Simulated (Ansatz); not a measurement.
# SnO2, space group P4_2/mnm: a phonon calculation by linear response

Program: Ansatz 0.2.0, Python API.

Contents of `sno2.vasp`:
```text
SnO2
1.0
   4.73800000    0.00000000    0.00000000
   0.00000000    4.73800000    0.00000000
   0.00000000    0.00000000    3.18650000
Sn O
2 4
Direct
   0.00000000    0.00000000    0.00000000
   0.50000000    0.50000000    0.50000000
   0.30710000    0.30710000    0.00000000
   0.19290000    0.80710000    0.50000000
   0.69290000    0.69290000    0.00000000
   0.80710000    0.19290000    0.50000000
```

The cells in order, each with its output:

**Cell 1**
```python
from pathlib import Path

import ansatz as az
from ase.io import read
import numpy as np
```

**Cell 2**
```python
atoms = read("sno2.vasp", format="vasp")
system = az.Crystal.from_ase(atoms)
```

**Cell 3**
```python
base = (
    system.calculation()
    .functional("lda")
    .occupations(az.OccupationsMethod.FIXED)
    .kpoints(4, 4, 6)
    .phonons("dfpt", points=[(0, 0, 0), (0.5, 0.5, 0.5)])
)
done = base.run(threads=1, runs_dir="runs")
ph = done.phonons
```
Output:
```text
DeckWarning: basis.ecutwfc = 420 eV, auto-derived from the records' recommended cutoffs: set by Sn (normal level)
```

**Cell 4**
```python
for q in ph.qpoints:
    print("q =", np.round(q.q_frac, 3), "1/cm:", " ".join(f"{w:.1f}" for w in q.omega_inv_cm))
```
Output:
```text
q = [0. 0. 0.] 1/cm: -0.0 -0.0 0.0 104.8 148.1 225.8 225.8 274.4 274.4 346.0 466.9 468.3 468.3 561.3 586.1 586.1 623.1 746.7
q = [0.5 0.5 0.5] 1/cm: 97.4 97.4 198.3 198.3 220.0 220.0 251.1 251.1 304.8 304.8 522.8 522.8 560.8 560.8 560.9 560.9 708.4 708.4
```

Reading the output:
- The cell isn't relaxed first, so the values belong to this volume.
- No non-analytic term is added, so at the zone centre the longitudinal optical modes of a polar crystal aren't split off.
- The starting cell is as deposited in a crystallographic database; the results hold for this polymorph, which needn't be the stable one.
- Warnings are shown shortened and without file and line.
- The structure is taken as given; imaginary modes can come from an unrelaxed or unstable start.
- Run time: 40 s on 1 thread of Intel(R) Xeon(R) 6975P-C (Granite Rapids) (shared host), peak memory 0.71 GiB.
